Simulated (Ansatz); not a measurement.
**CH8SSi2: one species, many methods**

An exercise on one series of results from a longer session: the logs are not shown, and one member is left open.

Method: functionals in def2-TZVPP, the program's frozen cores in correlated methods; program: Ansatz 0.2.0, Gaussian basis.

The runs, in order: LDA (SPW92), PBE-D4, revPBE-D4, BLYP-D4, r2SCAN-D4, B97M-V, PBE0-D4, B3LYP-D4, r2SCANh-D4, r2SCAN0-D4, HSE06-D4, BHLYP-D4, CAM-B3LYP-D4, LC-ωPBE, ωB97X-V, ωB97M-V, B2PLYP, PBE-QIDH; CCSD(T)/def2-SVP; CCSD(T)/def2-TZVPP; MP2/def2-QZVPP; extrapolation to the limit; RPA on PBE.

## The relaxed structure

An earlier PBE0-D4 in a triple-zeta def2 set relaxation fixed the geometry.

12 atoms, charge 0, spin multiplicity 1.

Atoms are counted from 1 here; the program's logs count them from 0.

Bond lengths: C1–Si2 1.862 Å, C1–H5 1.092 Å, C1–H6 1.092 Å, C1–H7 1.093 Å, Si2–S3 2.144 Å, Si2–H8 1.488 Å, Si2–H9 1.488 Å, S3–Si4 2.133 Å, Si4–H10 1.486 Å, Si4–H11 1.483 Å, Si4–H12 1.486 Å. Angles: Si2–C1–H5 110.7°, Si2–C1–H6 110.7°, Si2–C1–H7 110.1°, H5–C1–H6 108.5°, H5–C1–H7 108.4°, H6–C1–H7 108.4°, C1–Si2–S3 107.6°, C1–Si2–H8 111.3°, C1–Si2–H9 111.3°, S3–Si2–H8 109.4°, S3–Si2–H9 109.4°, H8–Si2–H9 107.9°, Si2–S3–Si4 98.4°, S3–Si4–H10 111.0°, S3–Si4–H11 106.4°, S3–Si4–H12 111.0°, H10–Si4–H11 109.9°, H10–Si4–H12 108.7° and more.

Set-up of the first run:

in.yaml reads:

```yaml
crystal:
  periodic: [false, false, false]
  atoms:
    - {symbol: C, position_ang: [-0.320651, 2.321298, 0.535114]}
    - {symbol: Si, position_ang: [-0.502807, 0.565021, -0.057040]}
    - {symbol: S, position_ang: [1.299924, -0.479595, 0.449028]}
    - {symbol: Si, position_ang: [0.784456, -2.390719, -0.346260]}
    - {symbol: H, position_ang: [0.531824, 2.804618, 0.053681]}
    - {symbol: H, position_ang: [-0.169617, 2.350605, 1.616052]}
    - {symbol: H, position_ang: [-1.220859, 2.893602, 0.297305]}
    - {symbol: H, position_ang: [-0.708679, 0.509370, -1.529561]}
    - {symbol: H, position_ang: [-1.661381, -0.106681, 0.591235]}
    - {symbol: H, position_ang: [0.531574, -2.309085, -1.807895]}
    - {symbol: H, position_ang: [1.942271, -3.279479, -0.084233]}
    - {symbol: H, position_ang: [-0.428958, -2.934155, 0.316572]}
basis:
  gaussian: {orbitals: def2-TZVPP}
hamiltonian: {xc: lda}
output: {orbitals: {seedname: orbitals}}
```

Steps of the session up to this table: LDA; PBE-D4 (GGA); revPBE-D4 (GGA); BLYP-D4 (GGA); r2SCAN-D4 (meta-GGA); B97M-V (meta-GGA); PBE0-D4 (hybrid); B3LYP-D4 (hybrid); r2SCANh-D4 (hybrid); r2SCAN0-D4 (hybrid); HSE06-D4 (hybrid); BHLYP-D4 (hybrid); CAM-B3LYP-D4 (range-separated); LC-ωPBE-D4 (range-separated; the results give it without D4); ωB97X-V (range-separated); ωB97M-V (range-separated); B2PLYP (double hybrid); PBE-QIDH (double hybrid).

One table of the session follows, with a row left open; its other results are not shown here.

It belongs to the step «Frontier levels by functional». 

```
  functional  HOMO (eV)  gap (eV)
 LDA (SPW92)      -6.25      5.23
      PBE-D4      -6.18      5.44
   revPBE-D4      -6.14      5.52
     BLYP-D4      -6.01      5.44
   r2SCAN-D4      -6.46      6.07
      B97M-V          ?         ?
     PBE0-D4      -7.36      7.47
    B3LYP-D4      -7.12      7.06
  r2SCANh-D4      -6.90      6.79
  r2SCAN0-D4      -7.55      7.86
    HSE06-D4      -6.97      6.70
    BHLYP-D4      -8.41      9.43
CAM-B3LYP-D4      -8.65      9.79
     LC-ωPBE     -10.03     12.29
     ωB97X-V      -9.69     11.83
     ωB97M-V      -9.53     11.36
```

**Question.** Estimate the row for B97M-V.

As computed: HOMO (eV): -6.62; gap (eV): 6.07. In the column «HOMO (eV)» it lies between r2SCANh-D4 (-6.90) and r2SCAN-D4 (-6.46).
